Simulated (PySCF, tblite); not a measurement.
# C₂H₁₀GeSi, a small molecule taken as a stand-in for a surface group (Si site with back bonds C, C, [GeH3]): NMR shifts, core binding energies and electronic excitations

Wanted: the NMR shifts, core binding energies and electronic excitations for `C[SiH](C)[GeH3]`.

Programs: tblite 0.8.0 and PySCF 2.14.0. All values are calculated, for the isolated system unless a continuum is named. Atoms count from 0, parts from 1.

## Step 1: Starting point

14 atoms, charge 0, multiplicity 1; geometry: distance geometry start.

## Step 2: Geometry optimisation with GFN2-xTB

The job: settings as JSON, then the geometry in Å.

```
{"job": {"kind": "relax", "xc": "GFN2-xTB", "basis": "xTB"}, "charge": 0, "multiplicity": 1}
Si    -0.393977     0.103778    -1.540414
C     -0.784398     1.862360    -2.006953
C     -1.925225    -0.680755    -0.861993
Ge     1.272823     0.091938     0.059117
H      0.044841    -0.593777    -2.683193
H     -1.172336     1.873090    -2.982973
H     -1.475939     2.254552    -1.348944
H      0.075885     2.423342    -1.986411
H     -2.630529    -0.766584    -1.618943
H     -2.278245    -0.122028    -0.071584
H     -1.674974    -1.632785    -0.497931
H      2.514028    -0.476580    -0.532331
H      0.837192    -0.740864     1.248312
H      1.539648     1.522200     0.525715
```

With the program's defaults for keys left out, this is: GFN2-xTB geometry optimisation, gas phase.

Command:

```
> OMP_NUM_THREADS=1 python cluster_run.py task.json out
```

The driver reads the jobs from task.json and runs them one after another.

Output:

```text
step      E/eV     max force
  0    -353.72242    2.338
  1    -353.98112    0.838
  2    -354.06003    0.573
  3    -354.09999    0.486
  4    -354.13044    0.530
  5    -354.16689    0.449
  6    -354.19740    0.405
  7    -354.21689    0.320
  8    -354.22604    0.260
  9    -354.23094    0.159
 10    -354.23514    0.188
 11    -354.23929    0.210
 12    -354.24194    0.143
 13    -354.24307    0.066
 14    -354.24362    0.057
 15    -354.24415    0.052
 16    -354.24473    0.074
 17    -354.24522    0.075
 18    -354.24558    0.052
 19    -354.24591    0.050
 20    -354.24632    0.062
 21    -354.24682    0.095
 22    -354.24729    0.087
 23    -354.24762    0.047
 24    -354.24790    0.049
 25    -354.24822    0.061
 26    -354.24855    0.073
 27    -354.24881    0.060
 28    -354.24900    0.038
 29    -354.24921    0.053
 30    -354.24947    0.055
 31    -354.24973    0.056
 32    -354.24995    0.042
 33    -354.25018    0.045
 34    -354.25053    0.085
 35    -354.25110    0.115
 36    -354.25173    0.108
 37    -354.25223    0.064
 38    -354.25262    0.066
 39    -354.25300    0.073
 40    -354.25347    0.072
 41    -354.25385    0.056
 42    -354.25403    0.022
 43    -354.25410    0.026
 44    -354.25419    0.034
 45    -354.25435    0.052
 46    -354.25464    0.065
 47    -354.25512    0.067
 48    -354.25590    0.067
 49    -354.25690    0.086
 50    -354.25810    0.114
 51    -354.25233    0.367
 52    -354.25923    0.082
 53    -354.25962    0.056
 54    -354.25994    0.021
 55    -354.25998    0.019
 56    -354.26032    0.023
 57    -354.26037    0.019
 58    -354.26043    0.012
 59    -354.26045    0.014
 60    -354.26050    0.016
 61    -354.26056    0.021
 62    -354.26063    0.022
 63    -354.26068    0.023
 64    -354.26071    0.019
 65    -354.26074    0.015
 66    -354.26077    0.018
 67    -354.26080    0.013
 68    -354.26082    0.013
 69    -354.26084    0.014
 70    -354.26087    0.018
 71    -354.26093    0.025
 72    -354.26099    0.023
 73    -354.26104    0.012
 74    -354.26106    0.008
 75    -354.26106    0.007
```

It took 1.2 s on 1 thread of Intel Xeon 6975P-C, shared host.

Along the way: (the energy doesn't fall at every step)

```tsv
step	energy from step 0 (eV)	largest force (eV/Å)
0	0.0000	2.3382
3	-0.3776	0.4857
6	-0.4750	0.4051
9	-0.5085	0.1592
12	-0.5195	0.1432
15	-0.5217	0.0512
18	-0.5232	0.0514
21	-0.5244	0.0953
24	-0.5255	0.0487
27	-0.5264	0.0595
30	-0.5270	0.0553
33	-0.5278	0.0458
36	-0.5293	0.1082
39	-0.5306	0.0731
42	-0.5316	0.0220
45	-0.5319	0.0521
48	-0.5335	0.0668
51	-0.5299	0.3667
54	-0.5375	0.0202
57	-0.5380	0.0193
60	-0.5381	0.0167
63	-0.5383	0.0222
66	-0.5383	0.0182
69	-0.5384	0.0139
72	-0.5386	0.0230
75	-0.5386	0.0068
```

Distances of close pairs at the start and the end, largest changes first:

```tsv
bond	before (Å)	after (Å)	change (Å)
Si0–H4	1.409	1.473	+0.064
C1–H7	1.027	1.086	+0.059
C2–H9	1.030	1.087	+0.057
C1–H6	1.032	1.087	+0.055
Si0–C2	1.849	1.902	+0.052
C2–H8	1.038	1.086	+0.048
Si0–Ge3	2.310	2.351	+0.041
Si0–C1	1.861	1.902	+0.041
```

## Step 3: Geometry optimisation at PBE0-D3(BJ)/def2-SVP

The job: settings as JSON, then the geometry in Å.

```
{"job": {"xc": "PBE0", "basis": "def2-SVP", "d3": "d3bj", "grid": 2, "kind": "geom", "shake": 0.01}, "charge": 0, "multiplicity": 1}
Si     0.066223    -0.284408    -0.545712
C     -0.367282     1.527387    -1.045900
C     -1.540301    -1.116227     0.099479
Ge     1.729458    -0.249765     1.121304
H      0.528437    -0.997778    -1.743148
H     -1.121332     1.577884    -1.824592
H     -0.722792     2.095989    -0.192586
H      0.539333     2.046157    -1.419661
H     -2.321914    -1.102224    -0.606681
H     -1.891082    -0.621207     1.013223
H     -1.325377    -2.152274     0.375782
H      3.036902    -0.816726     0.741896
H      1.334794    -1.019751     2.356440
H      2.048455     1.098336     1.684565
```

Output:

```text
step   0  E = -2447.84234303  max force = 0.037188
step   1  E = -2447.85027690  max force = 0.005420
step   2  E = -2447.85065085  max force = 0.001521
step   3  E = -2447.85068889  max force = 0.000378
step   4  E = -2447.85070405  max force = 0.000423
step   5  E = -2447.85071241  max force = 0.000398
optimisation converged
```

Wall time 38 s (1 thread of Intel Xeon 6975P-C, shared host); peak memory 0.7 GiB.

Relaxation path:

```tsv
step	energy from step 0 (eV)	largest force component (eV/Å)
0	0.0000	1.9123
1	-0.2159	0.2787
2	-0.2261	0.0782
3	-0.2271	0.0194
4	-0.2275	0.0218
5	-0.2277	0.0205
```

Distances of close pairs at the start and the end, largest changes first:

```tsv
bond	before (Å)	after (Å)	change (Å)
Ge3–H11	1.475	1.542	+0.067
Ge3–H13	1.495	1.544	+0.049
C2–H8	1.053	1.101	+0.048
Si0–C1	1.929	1.885	-0.044
Si0–Ge3	2.355	2.394	+0.039
Si0–C2	1.921	1.885	-0.036
Ge3–H12	1.508	1.544	+0.036
Si0–H4	1.468	1.499	+0.031
```

The next job starts from the end point, and lists it.

```tsv
at the end point	value
point group (found at 0.08 Å tolerance)	C1
rotational constants (GHz, main isotopes)	5.003, 1.728, 1.413
dipole moment (D)	1.24
```

## Step 4: NMR shieldings: PBE0/pcSseg-1

The job: settings as JSON, then the geometry in Å.

```
{"job": {"kind": "nmr", "xc": "PBE0", "basis": "pcSseg-1"}, "charge": 0, "multiplicity": 1}
Si     0.050098    -0.264060    -0.507572
C     -0.321841     1.513518    -1.012069
C     -1.503957    -1.114163     0.135640
Ge     1.747503    -0.286936     1.180678
H      0.567725    -1.016124    -1.696973
H     -1.090755     1.541846    -1.800326
H     -0.689690     2.093081    -0.151169
H      0.579703     2.014226    -1.397084
H     -2.297292    -1.105612    -0.628412
H     -1.885733    -0.602697     1.032969
H     -1.299338    -2.161732     0.404735
H      3.082453    -0.859715     0.663306
H      1.315774    -1.142682     2.391205
H      2.029065     1.138390     1.703228
```

With the program's defaults for keys left out, this is: GIAO PBE0/pcSseg-1 NMR shielding, non-relativistic, gas phase.

Output:

```text
coarse grid: 48912 points
cycle   1  E = -2447.9389588569  dE = -7.920e-01  |g| = 8.986e-01  |ddm| = 3.249e+00
cycle   2  E = -2447.9133504237  dE =  2.561e-02  |g| = 8.957e-01  |ddm| = 9.202e-01
cycle   3  E = -2448.0093183647  dE = -9.597e-02  |g| = 8.193e-02  |ddm| = 6.036e-01
cycle   4  E = -2448.0106123734  dE = -1.294e-03  |g| = 1.464e-02  |ddm| = 9.858e-02
cycle   5  E = -2448.0106793118  dE = -6.694e-05  |g| = 2.305e-03  |ddm| = 2.119e-02
cycle   6  E = -2448.0106803582  dE = -1.046e-06  |g| = 9.138e-04  |ddm| = 3.425e-03
final grid: 101104 points
cycle   7  E = -2448.0106720787  dE = -3.066e-08  |g| = 1.106e-03  |ddm| = 2.415e-03
cycle   8  E = -2448.0106720243  dE =  5.439e-08  |g| = 1.365e-03  |ddm| = 1.930e-03
cycle   9  E = -2448.0106722886  dE = -2.643e-07  |g| = 5.402e-05  |ddm| = 9.330e-04
cycle  10  E = -2448.0106722896  dE = -9.695e-10  |g| = 5.454e-06  |ddm| = 8.138e-05
converged SCF energy = -2448.0106722896

GIAO shielding tensors (ppm)
atom      isotropic    diamagn.    paramagn.     s11        s22        s33       span
  0 Si     387.044     880.323    -493.279    354.446    386.619    420.067     65.621
  1 C      186.648     253.795     -67.146    181.881    188.056    190.008      8.128
  2 C      186.588     253.776     -67.188    180.789    189.102    189.874      9.084
  3 Ge    1672.721    2759.218   -1086.497   1645.348   1668.473   1704.341     58.994
  4 H       26.944      29.179      -2.235     24.041     24.725     32.066      8.026
  5 H       30.836      29.750       1.086     25.953     27.953     38.601     12.649
  6 H       31.060      31.185      -0.125     26.986     29.098     37.095     10.109
  7 H       30.950      30.126       0.825     26.118     28.714     38.018     11.900
  8 H       30.846      29.747       1.099     25.942     28.005     38.590     12.648
  9 H       31.049      31.175      -0.126     26.974     29.130     37.044     10.071
 10 H       30.951      30.066       0.885     26.119     28.660     38.075     11.957
 11 H       27.759      29.209      -1.450     21.662     22.389     39.227     17.566
 12 H       27.946      29.653      -1.707     21.655     23.369     38.814     17.159
 13 H       27.956      29.731      -1.774     21.744     23.398     38.728     16.984
```

It took 16 s on 1 thread of Intel Xeon 6975P-C, shared host; peak memory 0.79 GiB.

Shifts follow as δ = σ(reference) − σ, with reference shieldings (ppm) from runs at the same level and on the same kind of geometry: ¹H TMS 31.27, ¹³C TMS 184.4, ²⁹Si TMS 352.0, ⁷³Ge GeMe4 1330. The references are single molecules in the gas phase. Atoms listed in one row are averaged.

```tsv
atoms	environment	σ (ppm)	δ (ppm)
C1, C2	carbon bonded to Si, 3 H	186.6	-2.2
H4	hydrogen on a silicon bonded to 2 C, Ge	26.94	4.32
H11	hydrogen on a germanium bonded to Si	27.76	3.51
H12	hydrogen on a germanium bonded to Si	27.95	3.32
H13	hydrogen on a germanium bonded to Si	27.96	3.31
H5, H8	hydrogen on a carbon bonded to Si	30.84	0.43
H7	hydrogen on a carbon bonded to Si	30.95	0.32
H10	hydrogen on a carbon bonded to Si	30.95	0.32
H9	hydrogen on a carbon bonded to Si	31.05	0.22
H6	hydrogen on a carbon bonded to Si	31.06	0.21
Si0	silicon bonded to 2 C, Ge, H	387.0	-35.1
Ge3	germanium bonded to Si, 3 H	1673	-342
```

Charges from the same density, by scheme (e):

```tsv
atoms	Mulliken	IAO	Hirshfeld	ESP fit
Si0	0.63	0.68	0.29	0.78
C1, C2	-0.62	-0.70	-0.21	-0.72
Ge3	-0.21	0.14	0.18	-0.09
```

Mayer bond orders: Si0–C1 0.96, Si0–C2 0.96, Si0–Ge3 0.87.

Orbitals, density, ELF and potential are computed afterwards from the orbital file.

Frontier orbitals at PBE0/pcSseg-1, with the share of their density that lies nearest to each atom:

```tsv
orbital	energy (eV)	lies on
HOMO	-7.79	Ge3 30 %; Si0 26 %; 4 H atoms about 7 % each
LUMO	0.50	Ge3 17 %; Si0 16 %; H4, H12, H13 about 11 % each
```

ELF in a plane through or near 7 of the atoms.

Values, 10 rows by 14 columns:
```
0.00 0.00 0.00 0.00 0.00 0.00 0.00 0.00 0.00 0.00 0.00 0.00 0.00 0.00
0.00 0.00 0.00 0.00 0.00 0.01 0.05 0.00 0.00 0.00 0.00 0.00 0.00 0.00
0.00 0.00 0.00 0.03 0.14 0.65 0.99 0.91 0.00 0.02 0.09 0.00 0.00 0.00
0.00 0.00 0.00 0.91 1.00 0.55 0.80 0.29 0.03 0.50 0.89 0.27 0.01 0.00
0.00 0.00 0.00 0.45 0.85 0.72 0.93 0.45 0.67 0.20 0.41 0.19 0.05 0.00
0.00 0.00 0.00 0.00 0.02 0.39 0.14 0.13 0.78 0.70 0.22 0.49 0.12 0.00
0.00 0.00 0.00 0.92 1.00 0.52 0.58 0.29 0.16 0.29 0.29 0.10 0.03 0.00
0.00 0.00 0.00 0.36 0.84 0.65 1.00 0.88 0.00 0.03 0.05 0.01 0.00 0.00
0.00 0.00 0.00 0.00 0.02 0.24 0.90 0.53 0.00 0.00 0.00 0.00 0.00 0.00
0.00 0.00 0.00 0.00 0.00 0.00 0.00 0.00 0.00 0.00 0.00 0.00 0.00 0.00
```
The map spans 11.2 Å across and 10.1 Å up, centred on the molecule. Atoms in the plane (x, y in Å): C1 (-1.1, -1.6), C2 (-1.1, 1.5), Ge3 (2.1, 0.0), H5 (-2.1, -1.6), H7 (-0.6, -2.5), H8 (-2.1, 1.6), H10 (-0.6, 2.5).

On the surface of density 0.002 e/bohr³ the electrostatic potential runs, from the 1st to the 99th percentile, from -0.17 to 0.85 V.

## Step 5: Core-electron binding energies: SCAN, X2C

Same as in step 4 but for these lines:

```diff
@@ -1,2 +1,2 @@
-{"job": {"kind": "nmr", "xc": "PBE0", "basis": "pcSseg-1"}, "charge": 0, "multiplicity": 1}
+{"job": {"kind": "xps", "holes": 5}, "charge": 0, "multiplicity": 1}
 Si     0.050098    -0.264060    -0.507572
```

Level: delta-SCF UKS SCAN, pcX-2 on the ionised atom, pcseg-1 elsewhere, spin-free X2C.

Output:

```text
ground state, core basis on atom 0 (Si), 165 functions
  cycle   1  E = -2466.23983340  |g| = 5.34e-01
  cycle   2  E = -2466.17357536  |g| = 6.93e-01
  cycle   3  E = -2466.31412662  |g| = 4.70e-02
  cycle   4  E = -2466.31485334  |g| = 1.84e-02
  cycle   5  E = -2466.31495688  |g| = 4.66e-03
  cycle   6  E = -2466.31496287  |g| = 1.26e-03
  cycle   7  E = -2466.31496430  |g| = 4.04e-04
  E(ground) = -2466.44009343 Eh
hole in Si 2p of atom 0
  cycle   1  E = -2462.05479836  |g| = 1.24e+00
  cycle   2  E = -2461.81121479  |g| = 1.20e+00
  cycle   3  E = -2462.34534634  |g| = 2.63e-01
  cycle   4  E = -2462.39204149  |g| = 7.15e-02
  cycle   5  E = -2462.39516835  |g| = 1.75e-02
  cycle   6  E = -2462.39531895  |g| = 7.45e-03
  cycle   7  E = -2462.39535145  |g| = 8.96e-04
  cycle   8  E = -2462.39535144  |g| = 3.34e-04
  E(ion) = -2462.53216497 Eh   <S^2> = 0.7526   hole on atom = 1.003   binding energy = 106.340 eV
  2p3/2 = 106.121 eV   2p1/2 = 106.744 eV
ground state, core basis on atom 1 (C), 154 functions
  cycle   1  E = -2466.21942777  |g| = 6.03e-02
  cycle   2  E = -2466.21937484  |g| = 2.78e-02
  cycle   3  E = -2466.21947634  |g| = 2.07e-02
  cycle   4  E = -2466.21959261  |g| = 2.97e-03
  cycle   5  E = -2466.21959683  |g| = 3.37e-04
  E(ground) = -2466.38608114 Eh
hole in C 1s of atom 1
  cycle   1  E = -2454.98580696  |g| = 1.50e+00
  cycle   2  E = -2454.40337755  |g| = 1.74e+00
  cycle   3  E = -2455.51738632  |g| = 3.09e-01
  cycle   4  E = -2455.55413552  |g| = 9.09e-02
  cycle   5  E = -2455.55823836  |g| = 3.53e-02
  cycle   6  E = -2455.55888491  |g| = 9.09e-03
  cycle   7  E = -2455.55892117  |g| = 4.51e-03
  cycle   8  E = -2455.55893875  |g| = 9.44e-04
  cycle   9  E = -2455.55893679  |g| = 4.89e-04
  E(ion) = -2455.72399251 Eh   <S^2> = 0.7673   hole on atom = 1.000   binding energy = 290.130 eV
```

Run time: 9.4 s. Hardware: 1 thread of Intel Xeon 6975P-C, shared host; peak memory 0.53 GiB.

Binding energies by hole, beside the orbital energy of the ground state; the difference holds orbital relaxation and, for a density functional, its self-interaction error:

```tsv
hole	stands for	environment	ΔSCF (eV; 2p as the shell's mean)	−ε (eV)	⟨S²⟩
Si2p on Si0	Si0	silicon bonded to 2 C, Ge, H	106.33	96.0	0.753
C1s on C1	C1, C2	carbon bonded to Si, 3 H	290.13	273.3	0.767
```

Each hole run stands for the others of its class of like atoms.

With the spin-orbit splitting: Si0 2p3/2 106.12, 2p1/2 106.74 eV. The table gives each 2p level as the mean over the whole 2p shell (two parts 2p3/2, one part 2p1/2), which differs a little from the single hole in the log.

## Step 6: Excited states and response: CAM-B3LYP/def2-SVPD

Same as in step 5 but for these lines:

```diff
@@ -1,2 +1,2 @@
-{"job": {"kind": "xps", "holes": 5}, "charge": 0, "multiplicity": 1}
+{"job": {"kind": "uv", "xc": "CAM-B3LYP", "basis": "def2-SVPD", "nstates": 6, "ntriplets": 2, "ip": true}, "charge": 0, "multiplicity": 1}
 Si     0.050098    -0.264060    -0.507572
```

Method: TDDFT CAM-B3LYP/def2-SVPD, vertical, gas phase, core orbitals frozen in the response.

Output:

```text
coarse grid: 48912 points
cycle   1  E = -2448.3637316662  dE = -7.194e-01  |g| = 4.627e-01  |ddm| = 4.128e+00
cycle   2  E = -2448.3720440857  dE = -8.312e-03  |g| = 4.339e-01  |ddm| = 7.067e-01
cycle   3  E = -2448.4004720900  dE = -2.843e-02  |g| = 2.222e-02  |ddm| = 4.084e-01
cycle   4  E = -2448.4005900386  dE = -1.179e-04  |g| = 9.892e-03  |ddm| = 6.244e-02
cycle   5  E = -2448.4006111554  dE = -2.112e-05  |g| = 1.751e-03  |ddm| = 1.781e-02
cycle   6  E = -2448.4006119979  dE = -8.425e-07  |g| = 4.852e-04  |ddm| = 3.509e-03
final grid: 101104 points
cycle   7  E = -2448.4005898820  dE = -6.967e-08  |g| = 3.727e-04  |ddm| = 3.030e-03
cycle   8  E = -2448.4005898922  dE = -1.025e-08  |g| = 3.315e-04  |ddm| = 9.806e-04
cycle   9  E = -2448.4005899195  dE = -2.731e-08  |g| = 1.957e-05  |ddm| = 3.919e-04
cycle  10  E = -2448.4005899196  dE = -1.251e-10  |g| = 5.756e-06  |ddm| = 4.600e-05
converged SCF energy = -2448.4005899196

Static polarisability (au): isotropic 88.220, principal 77.972 86.221 100.468

Singlet excitations
state   eV       nm        f      main configurations
  1   6.9538    178.3   0.02891   H->L+2 0.72, H->L+1 0.15
  2   6.9885    177.4   0.02695   H->L 0.50, H->L+1 0.16, H->L+2 0.14
  3   7.2558    170.9   0.11562   H->L 0.41, H->L+1 0.38, H->L+3 0.14
  4   7.8048    158.9   0.34544   H->L+3 0.65, H->L+1 0.26
  5   8.1351    152.4   0.02022   H-1->L 0.44, H-1->L+1 0.32
  6   8.2710    149.9   0.06752   H-2->L+2 0.60, H-1->L 0.14

Triplet excitations (Tamm-Dancoff, eV): 6.2925 6.3081
Vertical ionisation energy (delta-SCF) = 9.7378 eV
```

Run time: 32 s. Hardware: 1 thread of Intel Xeon 6975P-C, shared host; peak memory 0.98 GiB.

Frontier orbitals and where they lie:

```tsv
orbital	eV	atoms
HOMO−3	-10.83	Ge3 34 %, H12 21 %, H13 17 %
HOMO−2	-10.27	Si0 22 %, H4 20 %, Ge3 15 %
HOMO−1	-10.21	C2 22 %, C1 22 %, Si0 18 %
HOMO	-8.96	Ge3 35 %, Si0 28 %, C1 7 %
LUMO	0.96	Ge3 34 %, Si0 12 %, C1 8 %
LUMO+1	1.22	Ge3 33 %, Si0 19 %, H13 13 %
LUMO+2	1.25	Ge3 29 %, Si0 17 %, C2 9 %
```

With each of the 6 states as a Gaussian band of 0.4 eV half-width at 1/e, the curve within the window shown has maxima at 159 nm (ε 16,000) L/(mol cm). Beyond the last state computed it falls off for lack of states. The curve at chosen wavelengths:

```json
{"nm": "145", "ε (L/mol/cm)": "2164"}
{"nm": "147", "ε (L/mol/cm)": "3654"}
{"nm": "149", "ε (L/mol/cm)": "5614"}
{"nm": "151", "ε (L/mol/cm)": "8018"}
{"nm": "153", "ε (L/mol/cm)": "10703"}
{"nm": "155", "ε (L/mol/cm)": "13265"}
{"nm": "157", "ε (L/mol/cm)": "15133"}
{"nm": "159", "ε (L/mol/cm)": "15845"}
{"nm": "161", "ε (L/mol/cm)": "15319"}
{"nm": "163", "ε (L/mol/cm)": "13900"}
{"nm": "165", "ε (L/mol/cm)": "12142"}
{"nm": "167", "ε (L/mol/cm)": "10517"}
{"nm": "169", "ε (L/mol/cm)": "9237"}
{"nm": "171", "ε (L/mol/cm)": "8272"}
{"nm": "173", "ε (L/mol/cm)": "7467"}
{"nm": "175", "ε (L/mol/cm)": "6673"}
{"nm": "177", "ε (L/mol/cm)": "5811"}
{"nm": "179", "ε (L/mol/cm)": "4883"}
{"nm": "181", "ε (L/mol/cm)": "3940"}
{"nm": "183", "ε (L/mol/cm)": "3047"}
{"nm": "185", "ε (L/mol/cm)": "2258"}
{"nm": "187", "ε (L/mol/cm)": "1604"}
{"nm": "189", "ε (L/mol/cm)": "1093"}
{"nm": "191", "ε (L/mol/cm)": "715"}
{"nm": "193", "ε (L/mol/cm)": "450"}
{"nm": "195", "ε (L/mol/cm)": "272"}
```

Further results of this job:

```tsv
property	computed
dipole moment (D)	1.22
polarisability (Å³)	13.07
HOMO–LUMO gap (eV)	9.93
−ε(HOMO) (eV)	8.96
```

## Step 7: Outcome

| quantity | value |
| --- | --- |
| point group | C1 |
| rotational constants (main isotopes) | 5.00, 1.73, 1.41 GHz |
| ¹³C shifts against TMS (PBE0/pcSseg-1, means over atoms taken as alike) | -2.2 ppm |
| ¹H shifts against TMS (PBE0/pcSseg-1, means over atoms taken as alike) | 4.32, 3.51, 3.32, 3.31, 0.43, 0.32, 0.32, 0.22, 0.21 ppm |
| ²⁹Si shifts against TMS (PBE0/pcSseg-1) | -35.1 ppm |
| ⁷³Ge shifts against GeMe4 (PBE0/pcSseg-1) | -342 ppm |
| potential on the surface of density 0.002 e/bohr³, 1st and 99th percentile | -0.17 V and 0.85 V |
| Si2p binding energies, SCAN/pcX-2 | Si0 106.33 eV |
| C1s binding energies, SCAN/pcX-2 | C1 290.13 eV |
| lowest singlet (CAM-B3LYP/def2-SVPD) | 6.95 eV (178 nm), f = 0.029 |
| brightest single state of those computed | state 4, 7.80 eV, f = 0.345 |
| lowest triplet | 6.29 eV |
| vertical ionisation energy (ΔSCF) | 9.74 eV |

**Reading.** The start of the PBE0/def2-SVP relaxation was shaken at random by about 0.01 Å, so part of the energy gained, and of the first lengths quoted, undoes that. The optimisation took 5 steps and gained 0.228 eV; among the close pairs (by a distance rule), Ge3–H11 changed most, from 1.475 to 1.542 Å (PBE0/def2-SVP). No frequency check was run at this level, so the end point may be a saddle. Hydrogens of an XH3 group are listed apart at this fixed geometry; free rotation makes them one line at their mean. At PBE0/pcSseg-1: The widest tensor belongs to Si0: span 66 ppm, with a paramagnetic part of -493 ppm. The lowest singlet, at 6.95 eV, is HOMO→LUMO+2 0.72, HOMO→LUMO+1 0.15 and is weak; of the 6 states computed, the strongest absorption comes from state 4 at 7.80 eV. The lowest triplet lies 0.66 eV below the lowest singlet (triplets in Tamm-Dancoff, singlets in full TDDFT). ΔSCF puts the ionisation energy at 9.74 eV, 0.77 eV above −ε(HOMO). Spin-orbit coupling is left out, which matters for shieldings and couplings at and beside the heavy atoms. A capped cluster stands for the solid here, so long-range fields and strain are missing, and bands or shifts of the capping hydrogens have no counterpart in it.
